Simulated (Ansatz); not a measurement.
**SiEt2(OtBu)2 (C12H28O2Si): geometry, orbitals and charge**

What does SiEt2(OtBu)2 (C12H28O2Si) look like as a singlet, and where do its frontier electrons sit?

The runs use Ansatz 0.2.0, Gaussian basis; RKS PBE0-D4/def2-TZVP.

Plan: relaxation at r2SCAN-D4/def2-SVP; a single point at PBE0-D4/def2-TZVP.

## Step 1: The system as given

43 atoms, charge 0, spin multiplicity 1.

Atoms are counted from 1 here; the program's logs count them from 0.

Bond lengths: Si1–C2 1.909 Å, Si1–C9 1.921 Å, Si1–O16 1.618 Å, Si1–O30 1.634 Å, C2–C3 1.525 Å, C2–H4 1.092 Å, C2–H5 1.092 Å, C3–H6 1.089 Å, C3–H7 1.086 Å, C3–H8 1.086 Å, C9–C10 1.527 Å, C9–H11 1.093 Å, C9–H12 1.091 Å, C10–H13 1.090 Å, C10–H14 1.087 Å, C10–H15 1.086 Å, O16–C17 1.415 Å, C17–C18 1.530 Å and more. Angles: C2–Si1–C9 112.3°, C2–Si1–O16 103.5°, C2–Si1–O30 113.4°, C9–Si1–O16 111.0°, C9–Si1–O30 110.1°, O16–Si1–O30 106.2°, Si1–C2–C3 114.4°, Si1–C2–H4 110.0°, Si1–C2–H5 108.7°, C3–C2–H4 108.7°, C3–C2–H5 108.2°, H4–C2–H5 106.4°, C2–C3–H6 110.9°, C2–C3–H7 110.7°, C2–C3–H8 110.0°, H6–C3–H7 108.2°, H6–C3–H8 108.8°, H7–C3–H8 108.2° and more.

The start is a GFN2-xTB geometry.

## Step 2: Optimising with r2SCAN-D4/def2-SVP

Input file in.yaml:

```yaml
crystal:
  periodic: [false, false, false]
  atoms:
    - {symbol: Si, position_ang: [0.463540, 0.281250, 0.391690]}
    - {symbol: C, position_ang: [0.680220, 0.565640, 2.267190]}
    - {symbol: C, position_ang: [0.835060, 2.028350, 2.669370]}
    - {symbol: H, position_ang: [1.544950, 0.008270, 2.632820]}
    - {symbol: H, position_ang: [-0.190680, 0.159460, 2.784850]}
    - {symbol: H, position_ang: [0.846650, 2.134460, 3.753520]}
    - {symbol: H, position_ang: [1.761770, 2.438690, 2.278350]}
    - {symbol: H, position_ang: [0.011020, 2.611670, 2.269930]}
    - {symbol: C, position_ang: [2.091030, 0.582490, -0.582960]}
    - {symbol: C, position_ang: [2.436020, 2.057480, -0.771940]}
    - {symbol: H, position_ang: [2.005770, 0.121000, -1.569730]}
    - {symbol: H, position_ang: [2.934820, 0.093930, -0.093080]}
    - {symbol: H, position_ang: [3.298990, 2.175100, -1.426550]}
    - {symbol: H, position_ang: [1.596410, 2.592810, -1.207160]}
    - {symbol: H, position_ang: [2.666920, 2.522780, 0.182050]}
    - {symbol: O, position_ang: [-0.670480, 1.357670, -0.024180]}
    - {symbol: C, position_ang: [-1.631380, 1.428130, -1.060040]}
    - {symbol: C, position_ang: [-2.826160, 0.552620, -0.677250]}
    - {symbol: C, position_ang: [-2.052550, 2.897000, -1.163340]}
    - {symbol: C, position_ang: [-1.039500, 0.951040, -2.385110]}
    - {symbol: H, position_ang: [-3.594840, 0.596900, -1.444040]}
    - {symbol: H, position_ang: [-2.487240, -0.471840, -0.559220]}
    - {symbol: H, position_ang: [-3.243020, 0.891200, 0.267530]}
    - {symbol: H, position_ang: [-2.445470, 3.235430, -0.208350]}
    - {symbol: H, position_ang: [-2.816100, 3.020530, -1.926360]}
    - {symbol: H, position_ang: [-1.192960, 3.511940, -1.417550]}
    - {symbol: H, position_ang: [-0.740440, -0.088250, -2.290150]}
    - {symbol: H, position_ang: [-0.165140, 1.544560, -2.637700]}
    - {symbol: H, position_ang: [-1.773260, 1.043590, -3.181490]}
    - {symbol: O, position_ang: [-0.147180, -1.189110, 0.025200]}
    - {symbol: C, position_ang: [0.190580, -2.530600, 0.301150]}
    - {symbol: C, position_ang: [-0.217270, -2.873780, 1.735960]}
    - {symbol: C, position_ang: [-0.607770, -3.384640, -0.691030]}
    - {symbol: C, position_ang: [1.688020, -2.769360, 0.111630]}
    - {symbol: H, position_ang: [-0.055080, -3.930180, 1.931980]}
    - {symbol: H, position_ang: [0.368620, -2.287050, 2.437150]}
    - {symbol: H, position_ang: [-1.268500, -2.641720, 1.884920]}
    - {symbol: H, position_ang: [-1.671670, -3.203570, -0.561340]}
    - {symbol: H, position_ang: [-0.406790, -4.440390, -0.533160]}
    - {symbol: H, position_ang: [-0.334930, -3.120100, -1.709510]}
    - {symbol: H, position_ang: [2.249660, -2.172620, 0.824590]}
    - {symbol: H, position_ang: [1.986000, -2.481330, -0.892590]}
    - {symbol: H, position_ang: [1.922380, -3.819420, 0.264010]}
basis:
  gaussian: {orbitals: def2-SVP}
hamiltonian: {xc: r2scan, dispersion: d4}
scf: {lower_state_search: "off"}
output: {orbitals: {seedname: orbitals}}
relax: {f_tol: 0.03, max_steps: 70}
```

Command:

```console
> ansatz run in.yaml --threads 2 --pin off --events-out ev --progress --plain --max-ram 32768MiB --backend cuda --devices 0, --max-vram 18GiB
```

Further steps of the session: Single point, PBE0-D4/def2-TZVP.

**Question.** What will the summary of the whole plan be? Wanted: point group; commonest bond, hydrogen aside; HOMO, LUMO at PBE0-D4/def2-TZVP; dipole at r2SCAN-D4/def2-SVP.

The runs gave:

| quantity | value |
| --- | --- |
| point group | C1 |
| commonest bond, hydrogen aside | C–C, 8 of mean length 1.531 Å |
| HOMO, LUMO at PBE0-D4/def2-TZVP | -7.12, 0.78 eV |
| dipole at r2SCAN-D4/def2-SVP | 1.42 D |

What this shows: The molecule keeps its bonding pattern by the stored test; the atoms moved 0.18 Å (rms). No usable vibrations, so a minimum isn't proven. The point group is read from a loosely relaxed geometry; soft torsions can leave it below the true symmetry.
